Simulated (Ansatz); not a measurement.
**Br₂F₂H₂In₂: how energies converge with the basis set**

Aim: see how fast density functionals converge with the basis set for Br₂F₂H₂In₂.

Computed with Ansatz 0.2.0, Gaussian basis. Level: one geometry, several basis sets.

The runs, in order: PBE0-D4/def2-SVP; ωB97M-V/def2-SVP; PBE0-D4/def2-QZVPP; ωB97M-V/def2-QZVPP; the functionals' def2-TZVPP values are taken from earlier runs.

1 further run of the same task is left out (for a known fault of the program).

### 1 The geometry

All runs share one geometry, relaxed beforehand with PBE0-D4 in a triple-zeta def2 set. In takes the def2 core potential; no spin-orbit term is included.

SMILES `[F][In@H-]1[Br+][In@@H-]([F])[Br+]1`, 8 atoms, charge 0, spin multiplicity 1.

Atoms are counted from 1 here; the program's logs count them from 0.

Bond lengths: F1–In2 1.935 Å, In2–Br3 2.661 Å, In2–Br6 2.661 Å, In2–H7 1.691 Å, Br3–In4 2.661 Å, In4–F5 1.935 Å, In4–Br6 2.661 Å, In4–H8 1.691 Å. Angles: F1–In2–Br3 102.2°, F1–In2–Br6 102.2°, F1–In2–H7 128.9°, Br3–In2–Br6 90.7°, Br3–In2–H7 112.8°, Br6–In2–H7 112.8°, In2–Br3–In4 89.3°, Br3–In4–F5 102.2°, Br3–In4–Br6 90.7°, Br3–In4–H8 112.8°, F5–In4–Br6 102.2°, F5–In4–H8 128.9°, Br6–In4–H8 112.9°, In2–Br6–In4 89.3°.

### 2 PBE0-D4 in def2-SVP

in.yaml

```yaml
crystal:
  periodic: [false, false, false]
  atoms:
    - {symbol: F, position_ang: [1.349509, 2.493161, -1.039563]}
    - {symbol: In, position_ang: [-0.064907, 1.227272, -1.413573]}
    - {symbol: Br, position_ang: [1.149801, -1.106931, -1.020437]}
    - {symbol: In, position_ang: [-0.103879, -1.329192, 1.315696]}
    - {symbol: F, position_ang: [1.297967, -0.893341, 2.575771]}
    - {symbol: Br, position_ang: [-1.280580, 1.027977, 0.944613]}
    - {symbol: H, position_ang: [-1.145007, 1.194438, -2.713795]}
    - {symbol: H, position_ang: [-1.202904, -2.613384, 1.351307]}
basis:
  gaussian: {orbitals: def2-SVP}
hamiltonian: {xc: pbe0, dispersion: d4}
output: {orbitals: {seedname: orbitals}}
```

The run is started by

```bash
$ ansatz run in.yaml --threads 4 --pin off --events-out ev --progress --plain --max-ram 10444MiB
```

The runs that follow: ωB97M-V in def2-SVP; PBE0-D4 in def2-QZVPP; ωB97M-V in def2-QZVPP.

**Question.** What will the summary of the whole plan be? Wanted: PBE0-D4: double and triple zeta above quadruple; ωB97M-V: double and triple zeta above quadruple.

**Answer**, as computed:

| quantity | value |
| --- | --- |
| PBE0-D4: double and triple zeta above quadruple | 27.79, 3.30 eV |
| ωB97M-V: double and triple zeta above quadruple | 27.74, 3.18 eV |

What this shows: PBE0-D4 gains 24.49 eV from double to triple zeta, then 3.30 eV more. These are total energies; as a rule much of such shifts cancels in differences, which this series doesn't test.
